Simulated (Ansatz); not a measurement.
# C8H4Sn: ionisation energy by level of theory

Aim: the vertical ionisation energy of C8H4Sn, as cation minus neutral at the neutral's geometry, on several levels, and how well −ε(HOMO) stands in for it.

Computed with Ansatz 0.2.0, Gaussian basis. Level: unrestricted cation, the program's frozen cores in correlated methods.

Levels to be run: UKS PBE-D4/def2-TZVPP; UKS r2SCAN-D4/def2-TZVPP; UKS PBE0-D4/def2-TZVPP; UKS B3LYP-D4/def2-TZVPP; UKS wB97X-V/def2-TZVPP; UKS wB97M-V/def2-TZVPP; UKS B2PLYP/def2-TZVPP; UHF-CCSD(T)/def2-TZVPP; UHF-MP2/def2-QZVPP; extrapolation to the limit; then −ε(HOMO) from the neutral's earlier runs with LDA (SPW92), PBE-D4, revPBE-D4, BLYP-D4, r2SCAN-D4, B97M-V, PBE0-D4, B3LYP-D4, r2SCANh-D4, r2SCAN0-D4, HSE06-D4, BHLYP-D4, CAM-B3LYP-D4, LC-ωPBE, ωB97X-V, ωB97M-V.

1 further run of the same task is left out (for a known fault of the program).

## Step 1: The geometry

The geometry comes from an earlier relaxation with PBE0-D4 in a triple-zeta def2 set; it is a stationary point, not always the lowest conformer. Sn takes the def2 core potential; no spin-orbit term is included.

SMILES `C#[C][Sn]([C]#C)([C]#C)[C]#C`, 13 atoms, charge 0, spin multiplicity 1.

Atoms are counted from 1 here; the program's logs count them from 0.

Bond lengths: C1–C2 1.205 Å, C1–H10 1.066 Å, C2–Sn3 2.066 Å, Sn3–C4 2.066 Å, Sn3–C6 2.066 Å, Sn3–C8 2.066 Å, C4–C5 1.205 Å, C5–H11 1.066 Å, C6–C7 1.205 Å, C7–H12 1.066 Å, C8–C9 1.205 Å, C9–H13 1.066 Å. Angles: C2–C1–H10 180.0°, C1–C2–Sn3 179.9°, C2–Sn3–C4 109.5°, C2–Sn3–C6 109.5°, C2–Sn3–C8 109.5°, C4–Sn3–C6 109.5°, C4–Sn3–C8 109.5°, C6–Sn3–C8 109.5°, Sn3–C4–C5 179.9°, C4–C5–H11 180.0°, Sn3–C6–C7 180.0°, C6–C7–H12 180.0°, Sn3–C8–C9 179.9°, C8–C9–H13 180.0°.

## Step 2: Cation, UKS PBE-D4/def2-TZVPP

in.yaml

```yaml
crystal:
  periodic: [false, false, false]
  atoms:
    - {symbol: C, position_ang: [3.080092, 0.289083, -1.067045]}
    - {symbol: C, position_ang: [1.946220, 0.180818, -0.674523]}
    - {symbol: Sn, position_ang: [0.002535, -0.002959, 0.000095]}
    - {symbol: C, position_ang: [-1.128984, -0.990121, -1.418351]}
    - {symbol: C, position_ang: [-1.790790, -1.566479, -2.243751]}
    - {symbol: C, position_ang: [-0.791955, 1.875061, 0.329729]}
    - {symbol: C, position_ang: [-1.255236, 2.970322, 0.522681]}
    - {symbol: C, position_ang: [-0.015793, -1.077388, 1.764207]}
    - {symbol: C, position_ang: [-0.028465, -1.703461, 2.793445]}
    - {symbol: H, position_ang: [4.083493, 0.385258, -1.414664]}
    - {symbol: H, position_ang: [-2.375999, -2.076647, -2.974613]}
    - {symbol: H, position_ang: [-1.665325, 3.939658, 0.693308]}
    - {symbol: H, position_ang: [-0.039392, -2.257843, 3.704181]}
basis:
  gaussian: {orbitals: def2-TZVPP}
total_charge: 1
magnetization: {spin_polarized: true, initial_magnetization: 1}
hamiltonian: {xc: pbe, dispersion: d4}
```

Run with:

```console
$ ansatz run in.yaml --threads 2 --pin off --events-out ev --progress --plain --max-ram 22528MiB --backend cuda --devices 0, --max-vram 18GiB
```

Further steps of the session: Cation, UKS r2SCAN-D4/def2-TZVPP; Cation, UKS PBE0-D4/def2-TZVPP; Cation, UKS B3LYP-D4/def2-TZVPP; Cation, UKS wB97X-V/def2-TZVPP; Cation, UKS wB97M-V/def2-TZVPP; Cation, UKS B2PLYP (frozen core)/def2-TZVPP; Cation, UHF-CCSD(T)/def2-TZVPP; Cation, UHF-MP2/def2-QZVPP.

Q: Predict the results of all the runs planned. Wanted: ionisation energy, CCSD(T)/CBS; nearest functional by difference; nearest −ε(HOMO); −ε(HOMO) of PBE; T1 of the cation.

As calculated:

```
                        quantity               value
  ionisation energy, CCSD(T)/CBS            10.91 eV
nearest functional by difference  ωB97X-V (-0.27 eV)
                nearest −ε(HOMO)  ωB97X-V (-0.16 eV)
                 −ε(HOMO) of PBE             7.13 eV
                T1 of the cation               0.019
```

In words: By cation minus neutral, the functionals miss by 1.55 eV at most. −ε(HOMO) of PBE misses by 3.8 eV, since self-interaction lifts the level. Among orbital estimates ωB97X-V comes nearest. Hartree-Fock falls 1.67 eV short, as the neutral has more correlation energy than the cation. Correlated methods include outer-core shells of Sn, which these sets cover unevenly. In point group Td the highest level is often degenerate; the cation then breaks the symmetry, and the runs may pick different components. With outer-core shells in play the reference is unsure by up to some tenths of an eV, so close misses can't be ranked.
